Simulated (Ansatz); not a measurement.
# CuH2: the cost of one run

Computed with Ansatz 0.2.0 (DFT PBE, scalar-relativistic, plane waves, PAW, unless a step's input says otherwise).

## 1. Starting point

Symmetry: Pnnm, No. 58, orthorhombic system. The conventional cell has a = 5.005 Å, b = 5.592 Å, c = 3.229 Å, α = 90.00°, β = 90.00°, γ = 90.00°. Cu (site symmetry 2/m) has 6 H at 2.25 Å in its first shell of neighbours. Around H (site symmetry m) lie 3 Cu at 2.25 Å.

Coordinates:

```cif
data_structure
_symmetry_space_group_name_H-M 'P 1'
_symmetry_Int_Tables_number 1
_cell_length_a 5.0046
_cell_length_b 5.5924
_cell_length_c 3.2288
_cell_angle_alpha 90.000
_cell_angle_beta 90.000
_cell_angle_gamma 90.000
_cell_volume 90.37
loop_
_atom_site_label
_atom_site_type_symbol
_atom_site_fract_x
_atom_site_fract_y
_atom_site_fract_z
_atom_site_occupancy
Cu1 Cu 0.00000 0.00000 0.00000 1
Cu2 Cu 0.50000 0.50000 0.50000 1
H1 H 0.75000 0.66667 0.00000 1
H2 H 0.75000 0.16667 0.50000 1
H3 H 0.25000 0.83333 0.50000 1
H4 H 0.25000 0.33333 0.00000 1
```

The cell is invented: ordered vacancies on the cation sites of nickel arsenide (Pnnm, No. 58). Its size is a rough estimate.

## 2. The guess as it stands, on a coarse mesh

input.yaml reads:

```yaml
crystal:
  lattice:
    - [5.00460432, 0.0, 0.0]
    - [0.0, 5.59240577, 0.0]
    - [0.0, 0.0, 3.22877698]
  atoms:
    - { symbol: Cu, position: [0.0, 0.0, 0.0] }
    - { symbol: Cu, position: [0.5, 0.5, 0.5] }
    - { symbol: H, position: [0.75, 0.66666667, 0.0] }
    - { symbol: H, position: [0.75, 0.16666667, 0.5] }
    - { symbol: H, position: [0.25, 0.83333333, 0.5] }
    - { symbol: H, position: [0.25, 0.33333333, 0.0] }
basis:
  ecutwfc: 420
kpoints:
  mp_grid: { grid: [4, 4, 6] }
hamiltonian:
  xc: pbe
scf:
  occupations: { method: gaussian, width: 0.1 }
  lower_state_search: "off"
output:
  forces: true
  stress: true
  eigenvalues: true
```

Run with:

```
ansatz run input.yaml --threads 1 --pin off --max-ram 2560MiB --backend cpu --events-out ev --progress --plain --runs-dir out
```

What time and memory should one allow on 1 thread of Intel Xeon at 2.70GHz, shared host?

About 4.5 s, with a peak of 0.39 GiB.
